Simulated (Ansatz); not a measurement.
# HgTe (zincblende type): a single-point run

Aim: a sound single-point run of HgTe (zincblende type). The structure is shown as the input types it.

Method: DFT, PBE, all-electron LAPW, scalar-relativistic, computed with Ansatz 0.2.0.

### Step 1. Running it

input.yaml

```yaml
crystal:
  lattice:
    - [0.0, 3.1871230232, 3.1871230232]
    - [3.1871230232, 0.0, 3.1871230232]
    - [3.1871230232, 3.1871230232, 0.0]
  atoms:
    - { symbol: Xx, position: [0.0, 0.0, 0.0] }
    - { symbol: Te, position: [0.25, 0.25, 0.25] }
kpoints:
  mp_grid: { grid: [11, 11, 11] }
scf:
  occupations: { method: fermi_dirac, width: 0.05 }
  max_iter: 60
hamiltonian:
  xc: pbe
  pseudopotentials: { kind: all_electron, lapw: { basis_error: 0.001 } }
output:
  forces: true
  stress: true
  eigenvalues: true
  populations: true
```

Launch:

```
ansatz run input.yaml --threads 1 --pin off --max-ram 2048MiB --backend cpu --events-out ev --progress --plain --runs-dir out
```

**Question.** How will this run end, and is anything wrong with its input?

Nothing was computed: the input was turned down at the start. Its message: «line 7 column 17: `Xx` is not an element symbol (H … Og, case-exact)»

One of the atoms is labelled with something that isn't a chemical symbol in the accepted spelling.

Fix: mend the symbol.
